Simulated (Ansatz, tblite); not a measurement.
# Si21H28 ring sphere (Si₂₁H₂₈): spin-state energies by level

Is the singlet the ground state of Si21H28 ring sphere (Si₂₁H₂₈)? Other spin states are computed and compared level by level.

Program: Ansatz 0.2.0, Gaussian basis. Level of theory: as each input shows. These are calculated values, not measurements.

The runs, in order: triplet, at the geometry of the singlet (GFN1-xTB, GFN2-xTB, PBE0-D4/def2-SVP, PBE-D4/def2-SVP); the singlet's energies come from earlier runs.

**1. The geometry**

The singlet was relaxed beforehand with PBE-D4/def2-SVP.

49 atoms, charge 0, spin multiplicity 1.

Bond lengths: Si1–Si2 2.367 Å, Si1–Si6 2.355 Å, Si1–H22 1.509 Å, Si1–H23 1.509 Å, Si2–Si8 2.348 Å, Si2–H24 1.509 Å, Si2–H25 1.509 Å, Si3–Si4 2.369 Å, Si3–Si7 2.349 Å, Si3–H26 1.509 Å, Si3–H27 1.509 Å, Si4–Si9 2.354 Å, Si4–H28 1.509 Å, Si4–H29 1.509 Å, Si5–Si6 2.352 Å, Si5–Si7 2.363 Å, Si5–H30 1.509 Å, Si5–H31 1.509 Å and more. Angles: Si2–Si1–Si6 110.5°, Si2–Si1–H22 109.8°, Si2–Si1–H23 109.7°, Si6–Si1–H22 109.4°, Si6–Si1–H23 109.4°, H22–Si1–H23 108.1°, Si1–Si2–Si8 110.0°, Si1–Si2–H24 110.1°, Si1–Si2–H25 110.1°, Si8–Si2–H24 109.3°, Si8–Si2–H25 109.3°, H24–Si2–H25 108.0°, Si4–Si3–Si7 110.5°, Si4–Si3–H26 109.9°, Si4–Si3–H27 110.0°, Si7–Si3–H26 109.0°, Si7–Si3–H27 109.4°, H26–Si3–H27 107.9° and more.

**2. Triplet at the fixed geometry, GFN1-xTB**

Tight binding, by tblite at 300 K electronic temperature and without a spin-polarisation term:

```python
tblite.interface.Calculator('GFN1-xTB', numbers, positions, charge=0, uhf=2).singlepoint()
```

Energy -1459.7481 eV; 0.49 s.

**3. Triplet at the fixed geometry, GFN2-xTB**

Tight binding, by tblite at 300 K electronic temperature and without a spin-polarisation term:

```python
tblite.interface.Calculator('GFN2-xTB', numbers, positions, charge=0, uhf=2).singlepoint()
```

Energy -1364.0125 eV; 0.76 s.

**4. Triplet at the fixed geometry, PBE0-D4/def2-SVP**

File in.yaml:

```yaml
crystal:
  periodic: [false, false, false]
  atoms:
    - {symbol: Si, position_ang: [-2.841780, -1.633876, -3.273187]}
    - {symbol: Si, position_ang: [-2.810481, -1.619701, -0.906232]}
    - {symbol: Si, position_ang: [0.934812, -3.842474, -0.173285]}
    - {symbol: Si, position_ang: [0.949997, -3.866700, 2.195353]}
    - {symbol: Si, position_ang: [0.991981, -1.621470, -3.336383]}
    - {symbol: Si, position_ang: [-0.940326, -0.538997, -4.128936]}
    - {symbol: Si, position_ang: [0.995897, -1.634374, -0.973179]}
    - {symbol: Si, position_ang: [-0.889375, -0.513296, -0.134089]}
    - {symbol: Si, position_ang: [0.991191, -1.661424, 3.017247]}
    - {symbol: Si, position_ang: [-0.911657, -0.528400, 2.230258]}
    - {symbol: Si, position_ang: [-0.906439, 1.674577, -3.333675]}
    - {symbol: Si, position_ang: [-0.916608, 1.681076, -0.970488]}
    - {symbol: Si, position_ang: [-2.859646, 2.730531, -0.169065]}
    - {symbol: Si, position_ang: [-0.941167, 1.685080, 3.019846]}
    - {symbol: Si, position_ang: [-2.872245, 2.752283, 2.199626]}
    - {symbol: Si, position_ang: [2.904923, -0.536230, -0.158089]}
    - {symbol: Si, position_ang: [2.896710, -0.539306, 2.210372]}
    - {symbol: Si, position_ang: [2.880361, 1.663218, -0.997348]}
    - {symbol: Si, position_ang: [0.989251, 2.783943, -0.154498]}
    - {symbol: Si, position_ang: [2.892672, 1.666858, 3.033177]}
    - {symbol: Si, position_ang: [0.983442, 2.774902, 2.213905]}
    - {symbol: H, position_ang: [-2.868348, -3.056582, -3.774418]}
    - {symbol: H, position_ang: [-4.085222, -0.939330, -3.770694]}
    - {symbol: H, position_ang: [-2.817274, -3.032734, -0.378001]}
    - {symbol: H, position_ang: [-4.035862, -0.918331, -0.374933]}
    - {symbol: H, position_ang: [-0.313026, -4.517874, -0.686710]}
    - {symbol: H, position_ang: [2.125372, -4.602104, -0.704197]}
    - {symbol: H, position_ang: [-0.281916, -4.572420, 2.705996]}
    - {symbol: H, position_ang: [2.160365, -4.621385, 2.687615]}
    - {symbol: H, position_ang: [1.033252, -3.043979, -3.839013]}
    - {symbol: H, position_ang: [2.223237, -0.912413, -3.845185]}
    - {symbol: H, position_ang: [-0.968551, -0.554070, -5.639796]}
    - {symbol: H, position_ang: [1.004315, -1.648284, 4.528164]}
    - {symbol: H, position_ang: [-2.159952, -1.249574, 2.686362]}
    - {symbol: H, position_ang: [-2.115491, 2.425419, -3.835934]}
    - {symbol: H, position_ang: [0.325415, 2.383899, -3.840698]}
    - {symbol: H, position_ang: [-4.068190, 1.987522, -0.683101]}
    - {symbol: H, position_ang: [-2.923282, 4.142070, -0.698020]}
    - {symbol: H, position_ang: [-0.922976, 1.688241, 4.530767]}
    - {symbol: H, position_ang: [-4.098707, 2.036599, 2.709539]}
    - {symbol: H, position_ang: [-2.921613, 4.177085, 2.693951]}
    - {symbol: H, position_ang: [4.141745, -1.255442, -0.644642]}
    - {symbol: H, position_ang: [4.133250, -1.263898, 2.689327]}
    - {symbol: H, position_ang: [2.804344, 1.621065, -2.504492]}
    - {symbol: H, position_ang: [4.142895, 2.391066, -0.606162]}
    - {symbol: H, position_ang: [0.985038, 4.215323, -0.639146]}
    - {symbol: H, position_ang: [2.864095, 1.648438, 4.541812]}
    - {symbol: H, position_ang: [4.140723, 2.388103, 2.585277]}
    - {symbol: H, position_ang: [0.974820, 4.207369, 2.694963]}
basis:
  gaussian: {orbitals: def2-SVP, fitting: {mean_field: def2-universal-jkfit}}
magnetization: {spin_polarized: true, initial_magnetization: 2}
hamiltonian: {xc: pbe0, dispersion: d4}
scf: {omitted_lower_state_checks: [starts]}
output: {orbitals: {seedname: orbitals}}
```

Command:

```sh
> ansatz run in.yaml --threads 2 --pin off --events-out ev --progress --plain --max-ram 20480MiB --backend cuda --devices 0, --max-vram 18GiB
```

What it wrote:

```text
Functional definition: PBE0
  name "PBE0"
  cite "Adamo & Barone, J. Chem. Phys. 110, 6158 (1999) doi:10.1063/1.478522"
  cite "Perdew, Burke & Ernzerhof, Phys. Rev. Lett. 77, 3865 (1996) doi:10.1103/PhysRevLett.77.3865"
  parent pbe
  parameter a = 0.25
  parameter kappa = 0.804
  parameter beta = 0.06672455060314922
  exchange = (1 - a)*pbe_x(kappa = kappa, mu = beta*pi^2/3) + a*exact_x
  correlation = pbe_c(beta = beta)
these checks for a lower state are left out or cut short: starts
3192 factors; integrals over basis functions are off by at most 3.3e-1 eV
mean field evaluation 1: about -165766.1143 eV, gradient 1.4e1 eV
mean field evaluation 2: about -165766.4964 eV, gradient 1.2e1 eV
mean field evaluation 4: about -165767.6045 eV, gradient 2.3e0 eV
mean field evaluation 8: about -165767.6372 eV, gradient 2.5e-1 eV
mean field evaluation 16: about -165767.6443 eV, gradient 2.5e-2 eV
mean field evaluation 32: about -165767.6446 eV, gradient 3.5e-4 eV
mean field -165767.64463193 eV, -6091.8485788784 hartree, gradient 3.7e-6 eV, S^2 2.005015; 0 other end points of the search recorded, 0 dependent functions left out
reference -165767.64469757 eV, -6091.8485812906 hartree; 162, 160 occupied and 356, 358 virtual orbitals, 3192 factors
Total energy: -165770.93134235 eV, -6091.9693632584 hartree
Checks for a lower state left out: starts
```

It took 30 s on 1 × H100 (card shared with other runs) with 2 threads of AMD EPYC 7R13, shared host; peak host memory 1.3 GiB.

HOMO -2.67 eV, LUMO -6.04 eV (over both spins; with the spin held, an empty level of the minority spin lies below the top filled one); ⟨S²⟩ 2.005 (pure: 2.00).

**5. Triplet at the fixed geometry, PBE-D4/def2-SVP**

start.molden holds the orbitals of an earlier run on this state, given as this run's starting guess.

Changes to in.yaml since step 4:

```diff
@@ -53,5 +53,5 @@
 basis:
-  gaussian: {orbitals: def2-SVP, fitting: {mean_field: def2-universal-jkfit}}
+  gaussian: {orbitals: def2-SVP, fitting: {mean_field: def2-universal-jkfit}, initial_orbitals: start.molden}
 magnetization: {spin_polarized: true, initial_magnetization: 2}
-hamiltonian: {xc: pbe0, dispersion: d4}
+hamiltonian: {xc: pbe, dispersion: d4}
 scf: {omitted_lower_state_checks: [starts]}
```

Same command.

What it wrote:

```text
Functional definition: PBE
  name "PBE"
  cite "Perdew, Burke & Ernzerhof, Phys. Rev. Lett. 77, 3865 (1996) doi:10.1103/PhysRevLett.77.3865"
  parent pbe
  parameter kappa = 0.804
  parameter beta = 0.06672455060314922
  exchange = pbe_x(kappa = kappa, mu = beta*pi^2/3)
  correlation = pbe_c(beta = beta)
these checks for a lower state are left out or cut short: starts
3192 factors; integrals over basis functions are off by at most 3.3e-1 eV
mean field evaluation 1: about -165750.5470 eV, gradient 1.0e1 eV
mean field evaluation 2: about -165750.9632 eV, gradient 5.0e-1 eV
mean field evaluation 4: about -165750.9518 eV, gradient 1.3e-1 eV
mean field evaluation 8: about -165750.9527 eV, gradient 2.4e-3 eV
mean field evaluation 16: about -165750.9527 eV, gradient 1.2e-5 eV
mean field -165750.95271592 eV, -6091.2351622792 hartree, gradient 2.5e-6 eV, S^2 2.001796; 0 other end points of the search recorded, 0 dependent functions left out
reference -165750.95280288 eV, -6091.2351654748 hartree; 162, 160 occupied and 356, 358 virtual orbitals, 3192 factors
Total energy: -165754.55632151 eV, -6091.3675923421 hartree
Checks for a lower state left out: starts
```

Wall time 16 s (1 × H100 (card shared with other runs) with 2 threads of AMD EPYC 7R13, shared host); peak host memory 1.2 GiB.

HOMO -2.34 eV, LUMO -6.07 eV (over both spins; with the spin held, an empty level of the minority spin lies below the top filled one); ⟨S²⟩ 2.002 (pure: 2.00).

**6. Triplet less singlet, vertical**

The singlet's energies are those of its earlier runs, whose logs aren't repeated here.

```tsv
level	triplet less singlet, vertical (kJ/mol)	time
GFN1-xTB	+235.9	0.85 s
GFN2-xTB	+263.5	1.2 s
PBE-D4/def2-SVP	+364.3	20 s
PBE0-D4/def2-SVP	+424.7	34 s
```

Times add the two runs; a level without a time comes out of a correlated run. Tight binding without a spin term can't rank spin states.

**7. Results**

```
                                               quantity                                       value
triplet less singlet, vertical, functionals in def2-SVP  +364.3 (PBE-D4) to +424.7 kJ/mol (PBE0-D4)
```

In words: All functionals put the triplet above the singlet, over a spread of 60.4 kJ/mol. The checks for a lower triplet were left out, so another state of that spin may lie lower. These are electronic energies, without zero-point motion, entropy or surroundings.
